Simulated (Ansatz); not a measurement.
Wanted: the native input for an Ansatz 0.2.0 run.

```yaml
Task: single point
Functional: PBE
Potentials_or_basis: all-electron LAPW, scalar-relativistic
Cutoff: 180 eV (chosen from the basis error)
Basis_error_allowed: 0.001 eV/atom
k_mesh: 8 × 8 × 8
Occupations: fermi-dirac, width 0.05 eV
Spin: no spin polarisation
```

WS:

```xyz
2
Lattice="3.4448 0.0000 0.0000 0.0000 3.4448 0.0000 0.0000 0.0000 3.4448" Properties=species:S:1:pos:R:3 pbc="T T T"
W     1.7314    1.7064    1.7241
S     0.0434    0.0071    0.0001
```

The cell was built by a generator and needn't be a form met in nature.

The cell isn't the ideal one: atoms moved at random, drawn with an rms of 0.05 Å.

The input as run:

input.yaml

```yaml
crystal:
  lattice:
    - [3.44484848, 0.0, 0.0]
    - [0.0, 3.44484848, 0.0]
    - [0.0, 0.0, 3.44484848]
  atoms:
    - { symbol: W, position: [0.502603, 0.495352, 0.500497] }
    - { symbol: S, position: [0.012587, 0.002065, 3.9e-05] }
kpoints:
  mp_grid: { grid: [8, 8, 8] }
scf:
  occupations: { method: fermi_dirac, width: 0.05 }
hamiltonian:
  xc: pbe
  pseudopotentials: { kind: all_electron, lapw: { basis_error: 0.001 } }
output:
  forces: true
  stress: true
  eigenvalues: true
  populations: true
```

Potentials or basis: all-electron LAPW, scalar-relativistic.

The run is started by

```console
$ ansatz run input.yaml --threads 1 --pin off --max-ram 3072MiB --backend cpu --events-out ev --progress --plain --runs-dir out
```

Results of the run:

```
Pressure               : -35.5 GPa
Largest force          : 0.167 eV/Å
Band gap on the k mesh : none (metal or under the smearing width)
Loewdin charges        : W +0.44; S -0.27 e
```

Caveat: the atomic charges don't sum to the cell's charge; the cell as given lies far from equilibrium.

Wall time 100 s on 1 thread of Arm Neoverse V2, on a shared host, peak memory 0.64 GiB.
